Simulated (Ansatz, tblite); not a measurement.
# CdMeI (CH3CdI): one state, many levels

How do method and basis change the picture of CdMeI (CH3CdI) (singlet)?

Program: Ansatz 0.2.0, Gaussian basis. Level of theory: as each input shows. These are calculated values, not measurements.

Plan: GFN1-xTB, GFN2-xTB, PBE-D4/def2-TZVP, r2SCAN-D4/def2-TZVP, r2SCAN0-D4/def2-TZVP, BHLYP-D4/def2-TZVP, ωB97M-V/def2-TZVP, ωB97X-V/def2-TZVP, B97M-V/def2-TZVP, B3LYP-D4/def2-TZVP, LC-ωPBE/def2-TZVP, PBE-D4/def2-SVP, PBE0-D4/def2-SVP, CCSD(T)/def2-TZVPP, MP2/def2-TZVP, RPA/def2-TZVP.

4 further runs of the same task are left out: 4 set aside as unsound or not needed.

## (1) The structure

The geometry is that of the singlet, from an earlier relaxation (PBE0-D4/def2-TZVP).

6 atoms, charge 0, spin multiplicity 1.

Bond lengths: Cd1–C2 2.107 Å, Cd1–I6 2.608 Å, C2–H3 1.090 Å, C2–H4 1.090 Å, C2–H5 1.090 Å. Angles: C2–Cd1–I6 179.9°, Cd1–C2–H3 109.6°, Cd1–C2–H4 109.5°, Cd1–C2–H5 109.5°, H3–C2–H4 109.4°, H3–C2–H5 109.4°, H4–C2–H5 109.4°.

Cd, I take a core potential in the def2 sets. No spin-orbit coupling is included.

PBE0-D4/def2-TZVP was run before; its log isn't repeated, and its numbers join the tables.

## (2) GFN1-xTB

Tight binding, by tblite at 300 K electronic temperature and without a spin-polarisation term:

```python
tblite.interface.Calculator('GFN1-xTB', numbers, positions, charge=0, uhf=0).singlepoint()
```

Energy -232.1906 eV, HOMO -10.23 eV, LUMO -5.66 eV; 0.009 s.

## (3) GFN2-xTB

Tight binding, by tblite at 300 K electronic temperature and without a spin-polarisation term:

```python
tblite.interface.Calculator('GFN2-xTB', numbers, positions, charge=0, uhf=0).singlepoint()
```

Energy -219.9920 eV, HOMO -10.63 eV, LUMO -5.65 eV; 0.007 s.

## (4) PBE-D4/def2-TZVP

start.molden holds the orbitals of an earlier run on this state, given as this run's starting guess.

File in.yaml:

```yaml
crystal:
  periodic: [false, false, false]
  atoms:
    - {symbol: Cd, position_ang: [-0.004307, 0.001731, -1.152260]}
    - {symbol: C, position_ang: [0.003055, -0.000534, 0.954747]}
    - {symbol: H, position_ang: [-0.446910, 0.921485, 1.322426]}
    - {symbol: H, position_ang: [1.029207, -0.071338, 1.315269]}
    - {symbol: H, position_ang: [-0.568567, -0.853676, 1.319739]}
    - {symbol: I, position_ang: [-0.012468, 0.002332, -3.759921]}
basis:
  gaussian: {orbitals: def2-TZVP, initial_orbitals: start.molden}
hamiltonian: {xc: pbe, dispersion: d4}
scf: {omitted_lower_state_checks: [starts]}
output: {orbitals: {seedname: orbitals}}
```

Launch:

```console
> ansatz run in.yaml --threads 4 --pin off --events-out ev --progress --plain --max-ram 3916MiB
```

The runs that follow: r2SCAN-D4/def2-TZVP; r2SCAN0-D4/def2-TZVP; BHLYP-D4/def2-TZVP; ωB97M-V/def2-TZVP; ωB97X-V/def2-TZVP; B97M-V/def2-TZVP; B3LYP-D4/def2-TZVP; LC-ωPBE/def2-TZVP; PBE-D4/def2-SVP; PBE0-D4/def2-SVP; CCSD(T)/def2-TZVPP; MP2/def2-TZVP; RPA/def2-TZVP.

Before running them: what should the planned runs give, taken together? Wanted: gap in def2-TZVP, named functionals, smallest and largest; correlation energy, CCSD(T)/def2-TZVPP; correlation energy, MP2/def2-TZVP; binding an atom, CCSD(T)/def2-TZVPP; PBE0 total energy, smallest basis above largest.

As calculated:

```
                                                 quantity                                 value
gap in def2-TZVP, named functionals, smallest and largest  4.39 eV (PBE-D4), 10.90 eV (LC-ωPBE)
                   correlation energy, CCSD(T)/def2-TZVPP                             -37.59 eV
                        correlation energy, MP2/def2-TZVP                             -32.10 eV
                      binding an atom, CCSD(T)/def2-TZVPP                              2.806 eV
          PBE0 total energy, smallest basis above largest         2.54 eV (def2-SVP, def2-TZVP)
```

What this shows: Orbital gaps of the named functionals in def2-TZVP span 4.39 eV (PBE-D4) to 10.90 eV (LC-ωPBE); exact exchange widens it. The functionals in def2-TZVP miss CCSD(T)/def2-TZVPP by -0.007 (BHLYP-D4) to +0.093 eV (PBE-D4) an atom. CCSD(T)/def2-TZVPP isn't at the basis-set limit; small misses against it rank nothing.
